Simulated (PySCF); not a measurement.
# C4H7NSi: the cost of one run

The runs use PySCF 2.14.0, with density-fitted response routines of our own; the level of theory stands in each step. All values are computed, except where a source is named. Atoms count from 0, in the outputs and in this text.

### 1 The starting structure

13 atoms, charge 0, multiplicity 1; geometry from: GFN2-xTB. The atoms were then displaced at random by about 0.01 Å, so the start is not that level's minimum.

Bonds of the start (Å): N0–C1 1.13, C1–C2 1.42, C2–Si3 1.95, C2–C4 1.50, C4–C5 1.49, C5–C2 1.50, Si3–H6 1.45, Si3–H7 1.45, Si3–H8 1.45, C4–H9 1.08, C4–H10 1.06, C5–H11 1.09, C5–H12 1.09.

### 2 Geometry optimisation at PBE0-D3(BJ)/def2-SVP

The job: settings as JSON, then the geometry in Å.

```
{"job": {"xc": "PBE0", "basis": "def2-SVP", "d3": "d3bj", "grid": 1, "shake": 0.01, "kind": "geom"}, "charge": 0, "multiplicity": 1}
N     -0.132030     2.243350     1.796280
C     -0.124710     1.362520     1.082930
C     -0.063710     0.256630     0.199870
Si     1.741450    -0.135330    -0.412750
C     -1.236960     0.037600    -0.711770
C     -1.033730    -0.856930     0.457570
H      2.223110     1.021100    -1.139350
H      2.556740    -0.451750     0.742770
H      1.574410    -1.290600    -1.276280
H     -2.041570     0.761930    -0.646720
H     -1.048520    -0.335910    -1.685570
H     -0.687370    -1.870760     0.283840
H     -1.721300    -0.758740     1.298860
```

On the command line:

```bash
$ OMP_NUM_THREADS=1 python probes_run.py task.json out
```

One launch serves the whole session: the jobs run in the order shown.

Q: Estimate the wall time and peak memory of this first job on 1 thread of Arm Neoverse N1, shared host.

About 40 s, with a peak of 0.49 GiB.
